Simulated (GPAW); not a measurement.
# Cr3As (I4/mmm) in GPAW: reference runs

Reference runs on Cr3As: the cell as given.

Program: GPAW 26.7.0. These are calculated values, not measurements. Logs are shortened: lines on timing, memory, paths and dates and some standing lists are left out, and cuts for length are marked. The log counts tension as positive stress, the text compression.

## Step 1: Starting point

The structure is tetragonal, space group I4/mmm (No. 139). Conventional cell: a = 3.471 Å, b = 3.471 Å, c = 8.181 Å, α = 90.00°, β = 90.00°, γ = 90.00°. As (site symmetry 4/mmm) is surrounded by 12 Cr at 2.45 to 2.68 Å. Cr (site symmetry 4/mmm) has 4 As at 2.45 Å and 8 Cr at 2.68 Å as nearest neighbours. Cr (site symmetry -4m2) is surrounded by 8 Cr at 2.45 to 2.68 Å and 4 As at 2.68 Å.

The cell comes from a database or a generator and needn't be the stable form of this composition.

## Step 2: Single point, PBEsol, collinear spin, ferromagnetic start

run.py reads:

```python
from ase import Atoms
from ase.dft.bandgap import bandgap
from ase.io import write
from ase.units import GPa
from gpaw import GPAW, PW, setup_paths

setup_paths.insert(0, '.')

atoms = Atoms(['As', 'Cr', 'Cr', 'Cr'],
              cell=[[-1.735721, 1.735721, 4.09065],
                    [1.735721, -1.735721, 4.09065],
                    [1.735721, 1.735721, -4.09065]],
              scaled_positions=[[0.0, 0.0, 0.0],
                                [0.5, 0.5, 0.0],
                                [0.25, 0.75, 0.5],
                                [0.75, 0.25, 0.5]],
              pbc=True)
atoms.set_initial_magnetic_moments([0.0, 3.0, 3.0, 3.0])

calc = GPAW(mode=PW(600),
            xc='PBEsol',
            kpts={'size': (11, 11, 11), 'gamma': True},
            occupations={'name': 'fermi-dirac', 'width': 0.05},
            nbands=27,
            convergence={'density': 1e-05, 'energy': 1e-05},
            maxiter=150,
            txt='gpaw.txt')
atoms.calc = calc
energy = atoms.get_potential_energy()
forces = atoms.get_forces()
stress = atoms.get_stress()
calc.write('gs.gpw')
write('result.traj', atoms)
print(f'Energy: {energy:.6f} eV')
print('Forces (eV/A):')
print(forces.round(4))
print('Stress (GPa):', (stress / GPa).round(3))
print('Moments:', calc.get_magnetic_moments().round(3))
print('Fermi level:', round(calc.get_fermi_level(), 4), 'eV')
print(f'Gap: {bandgap(calc)[0]:.4f} eV, direct: {bandgap(calc, direct=True)[0]:.4f} eV')
```

Potentials or basis: PAW data sets generated in the run's folder for this functional, pw.

On the command line:

```sh
$ gpaw-setup -f PBEsol As Cr
$ OMP_NUM_THREADS=1 python run.py
```

gpaw.txt:

```text
__  _  _
 | _ |_)|_||  |
 |__||  | ||/\| - 26.7.0

Input parameters:
  mode=PW(ecut=600.0),
  convergence={'density': 1e-05, 'energy': 1e-05},
  kpts=MonkhorstPack(size=(11, 11, 11), gamma=True),
  maxiter=150,
  nbands=27,
  occupations=Occupations(name='fermi-dirac', width=0.05),
  xc=XC(name='PBEsol')

Diagonalizing LCAO Hamiltonian
Converting LCAO to pw mode

       Cr
        Cr

            Cr

       As

Atoms  # Å, Bohr magnetons
|   | symbol |         x |        y |        z |    initial magnetic moments |
|---|--------|-----------|----------|----------|-----------------------------|
| 0 |     As |  0.000000 | 0.000000 | 0.000000 | ( 0.0000,  0.0000,  0.0000) |
| 1 |     Cr |  0.000000 | 0.000000 | 4.090650 | ( 0.0000,  0.0000,  3.0000) |
| 2 |     Cr |  1.735721 | 0.000000 | 2.045325 | ( 0.0000,  0.0000,  3.0000) |
| 3 |     Cr | -0.000000 | 1.735721 | 2.045325 | ( 0.0000,  0.0000,  3.0000) |

Unit cell  # Å
| periodic |         x |         y |         z |  lengths |     angles |
|----------|-----------|-----------|-----------|----------|------------|
|      yes | -1.735721 |  1.735721 |  4.090650 | 4.770626 | 137.328184 |
|      yes |  1.735721 | -1.735721 |  4.090650 | 4.770626 | 137.328184 |
|      yes |  1.735721 |  1.735721 | -4.090650 | 4.770626 |  61.933490 |

Number of symmetries: 16
Symmetry operations  # r_c * U_cc + t_c -> r_c
|    | kind |            matrix            |
|----|------|------------------------------|
|  0 |  σ   |  1, 1, 1,  0, 0,-1,  0,-1, 0 |
|  1 |  C4  |  1, 1, 1,  0, 0,-1, -1, 0, 0 |
|  2 |  E   |  1, 0, 0,  0, 1, 0,  0, 0, 1 |
|  3 |  σ   |  1, 0, 0,  0, 1, 0, -1,-1,-1 |
|  4 |  σ   |  0, 1, 0,  1, 0, 0,  0, 0, 1 |
|  5 |  C2  |  0, 1, 0,  1, 0, 0, -1,-1,-1 |
|  6 |  C2  |  0, 0, 1, -1,-1,-1,  1, 0, 0 |
|  7 |  S4  |  0, 0, 1, -1,-1,-1,  0, 1, 0 |
|  8 |  C4  |  0, 0,-1,  1, 1, 1,  0,-1, 0 |
|  9 |  σ   |  0, 0,-1,  1, 1, 1, -1, 0, 0 |
| 10 |  σ   |  0,-1, 0, -1, 0, 0,  1, 1, 1 |
| 11 |  C2  |  0,-1, 0, -1, 0, 0,  0, 0,-1 |
| 12 |  C2  | -1, 0, 0,  0,-1, 0,  1, 1, 1 |
| 13 |  i   | -1, 0, 0,  0,-1, 0,  0, 0,-1 |
| 14 |  S4  | -1,-1,-1,  0, 0, 1,  1, 0, 0 |
| 15 |  C2  | -1,-1,-1,  0, 0, 1,  0, 1, 0 |

BZ-sampling:
  Number of BZ points: 1331
  Number of IBZ points: 126

  Monkhorst-Pack size: [11, 11, 11]
  Monkhorst-Pack shift: [0, 0, 0]

K-points  # in reciprocal-cell coordinates
|     |                                coordinates |     weight |
|-----|--------------------------------------------|------------|
|   0 | (  0.00000000,   0.00000000,   0.00000000) | 0.00075131 |
|   1 | (  0.09090909,  -0.09090909,   0.00000000) | 0.00300526 |
|   2 | (  0.09090909,  -0.09090909,   0.09090909) | 0.00300526 |
|   3 | (  0.09090909,   0.00000000,   0.00000000) | 0.00601052 |
|   4 | (  0.09090909,   0.09090909,  -0.09090909) | 0.00150263 |
|   5 | (  0.18181818,  -0.18181818,   0.00000000) | 0.00300526 |
|   6 | (  0.18181818,  -0.18181818,   0.09090909) | 0.00601052 |
|   7 | (  0.18181818,  -0.18181818,   0.18181818) | 0.00300526 |
|   8 | (  0.18181818,  -0.09090909,   0.00000000) | 0.01202104 |
|   9 | (  0.18181818,  -0.09090909,   0.09090909) | 0.00601052 |
| ... |                                            |            |
| 125 | (  0.45454545,   0.45454545,   0.45454545) | 0.00601052 |

Plane wave coefficients: 1660
Cutoff: 600.0 eV

Spin-components: 2 (collinear spins)
Bands:           27
Projectors:      23
Spin-degeneracy: 1
Datatype:        complex128

Parallelization:
  kpt:    1
  domain: 1
  band:   1

Density:
  Valence electrons: 23.0
  Components: 2
  Grid points: [27 27 27]
  Charge: 0.0  # |e|

Potential:
  Grid points: [27 27 27]

species:
  As:
    name:    Arsenic
    Z:       33.0
    valence: 5
    core:    28
    charge:  0.0  # [|e|]
    compensation charges:
      type: gauss
      rc: 0.33  # [Å]
      lmax: 2
    cutoffs:
      filter: 1.87  # [Å]
      core: 2.96  # [Å]
    projectors
    | kind |    occ | energy [eV] | rcut [Å] |
    |------|--------|-------------|----------|
    |   4s |  2.000 |     -14.495 |    1.058 |
    |   4p |  3.000 |      -5.197 |    1.058 |
    |    s |        |      12.716 |    1.058 |
    |    p |        |      22.014 |    1.058 |
    |    d |        |       0.000 |    1.058 |

    Using partial waves for As as LCAO basis

  Cr:
    name:    Chromium
    Z:       24.0
    valence: 6
    core:    18
    charge:  0.0  # [|e|]
    compensation charges:
      type: gauss
      rc: 0.35  # [Å]
      lmax: 2
    cutoffs:
      filter: 2.14  # [Å]
      core: 3.04  # [Å]
    projectors
    | kind |    occ | energy [eV] | rcut [Å] |
    |------|--------|-------------|----------|
    |   4s |  1.000 |      -4.015 |    1.164 |
    |   4p |  0.000 |      -0.955 |    1.217 |
    |   3d |  5.000 |      -2.928 |    1.111 |
    |    s |        |      23.196 |    1.164 |
    |    p |        |      26.257 |    1.217 |
    |    d |        |      24.283 |    1.111 |

    Using partial waves for Cr as LCAO basis

Reference energy: -147118.815412  # eV

eigensolver:
  PPCG
  Converge bands: occupied
  niter=2

density mixing:
  MSR1-Mixer
  Pratt-step length: 0.05
  Maximum mixing coefficient: 0.75
  Old densities: 10
  SVD Regularization: 0.005
  Good broyden scale: 1.0
  Trust region scale: 1.0
  Backstep threshold: 4.0
  History deletion threshold: 6.0
  Fourier metric: weight=20.0, sigma=0.015

occupation numbers:
  Fermi-Dirac:
    width: 0.0500  # eV

poisson solver:
  ecut: 4800.0  # eV

xc functional:
  name: PBEsol with 2 nearest neighbor stencil

convergence criteria:
- Maximum integral of absolute [dens]ity change: 1e-05 electrons / valence electron
- Maximum [total energy] change in last 3 cyles: 1e-05 eV / valence electron
- Maximum integral of absolute [eigenst]ate change: 4e-08 eV^2 / valence electron
maximum number of iterations: 150

SCF iterations
|iter     | |      energy | eigst |  dens |  magmom |
|---------|-|-------------|-------|-------|---------|
|iter:   1| |  -34.113926 | -0.12 |       |  +8.9800|
|iter:   2| |  -33.873870 | -1.85 | -0.58 |  +8.7917|
|iter:   3| |  -34.979128 | -1.33 | -0.61 |  +7.5247|
|iter:   4| |  -34.278558 | -1.52 | -0.52 |  +6.2983|
|iter:   5| |  -34.779451 | -1.90 | -0.76 |  +4.1905|
|iter:   6| |  -34.973642 | -2.35 | -0.95 |  +2.0516|
|iter:   7| |  -35.035138 | -2.44 | -1.22 |  +0.4540|
|iter:   8| |  -35.065149 | -3.07 | -1.44 |  +0.7162|
|iter:   9| |  -35.082435 | -2.92 | -1.62 |  +0.8325|
|iter:  10| |  -35.086921 | -3.29 | -2.03 |  +0.7609|
|iter:  11| |  -35.092488 | -3.56 | -2.06 |  +0.8738|
|iter:  12| |  -35.093025 | -4.19 | -2.21 |  +0.8671|
|iter:  13| |  -35.093357 | -4.89 | -2.51 |  +0.8278|
|iter:  14| |  -35.093390 | -5.74 | -3.11 |  +0.8207|
|iter:  15| |  -35.093388c| -6.33 | -3.61 |  +0.8292|
|iter:  16| |  -35.093387c| -7.33 | -3.92 |  +0.8298|
|iter:  17| |  -35.093387c| -7.62c| -4.47 |  +0.8300|
|iter:  18| |  -35.093387c| -8.15c| -4.92 |  +0.8301|
|iter:  19| |  -35.093387c| -8.50c| -5.48c|  +0.8301|

Converged in 19 steps
Energy contributions relative to reference atoms: (reference = -147118.815412)

Energy contributions:
  Kinetic:         -28.475023
  Coulomb:          15.730249
  Zero:              0.602209
  External:          0.000000
  Xc:              -22.935784
  Entropy:          -0.030075
  Spinorbit:         0.000000
  ----------------------------
  Free energy:     -35.108425
  Extrapolated:    -35.093387

dipole moment: (-9.974021, -9.974021, -3.474824)  # |e|*Ang

Total magnetic moment: (0.000000, 0.000000, 0.830111)

Local magnetic moments
|        x |        y |         z |
|----------|----------|-----------|
| 0.000000 | 0.000000 | -0.017994 |  # As   0
| 0.000000 | 0.000000 |  1.115624 |  # Cr   1
| 0.000000 | 0.000000 | -0.168594 |  # Cr   2
| 0.000000 | 0.000000 | -0.168594 |  # Cr   3

Fermi level: 11.539
Eigenvalues  # (at kpt = [0.000, 0.000, 0.000])
| band index |      eig [eV] | occ [0-1] |      eig [eV] | occ [0-1] |
|------------|---------------|-----------|---------------|-----------|
|          0 |        -2.306 |     1.000 |        -2.270 |     1.000 |
|        ... |               |           |               |           |
|          4 |         8.066 |     1.000 |         8.012 |     1.000 |
|          5 |         8.746 |     1.000 |         8.729 |     1.000 |
|          6 |         8.851 |     1.000 |         9.112 |     1.000 |
|          7 |         9.135 |     1.000 |         9.768 |     1.000 |
|          8 |        10.342 |     1.000 |        10.935 |     1.000 |
|          9 |        10.342 |     1.000 |        10.935 |     1.000 |
|         10 |        10.872 |     1.000 |        11.481 |     0.761 |
|         11 |        11.087 |     1.000 |        11.646 |     0.105 |
|         12 |        12.023 |     0.000 |        11.895 |     0.001 |
|         13 |        12.660 |     0.000 |        12.555 |     0.000 |
|         14 |        12.660 |     0.000 |        12.555 |     0.000 |
|         15 |        13.511 |     0.000 |        13.325 |     0.000 |
|         16 |        13.795 |     0.000 |        13.713 |     0.000 |
|         17 |        13.795 |     0.000 |        13.713 |     0.000 |
|         18 |        14.091 |     0.000 |        14.502 |     0.000 |
|        ... |               |           |               |           |
|         26 |        22.925 |     0.000 |        23.429 |     0.000 |

No gap
No difference between direct/indirect transitions

Forces  # eV/Ang
|        x |        y |        z |
|----------|----------|----------|
| -0.00000 | -0.00000 | -0.00000 |  # As   0
|  0.00000 |  0.00000 |  0.00000 |  # Cr   1
|  0.00000 |  0.00000 |  0.00000 |  # Cr   2
| -0.00000 | -0.00000 |  0.00000 |  # Cr   3

Stress tensor  # eV/Ang^3
|         x |         y |         z |
|-----------|-----------|-----------|
|  0.046858 |  0.000000 | -0.000000 |
|  0.000000 |  0.046858 | -0.000000 |
| -0.000000 | -0.000000 |  0.052597 |

# Writing to gs.gpw (mode='')
```

It took 9.7 min on 1 thread of Arm Neoverse V1, shared host; peak memory 0.41 GiB.

Results:

```yaml
Free_energy: -35.1084 eV
Pressure: -7.8 GPa
Band_gap_on_the_k_mesh: none (metal or under the smearing width)
Net_moment: 0.83 μB per cell
Site_moments: As -0.02; Cr +1.12, -0.17 μB
```
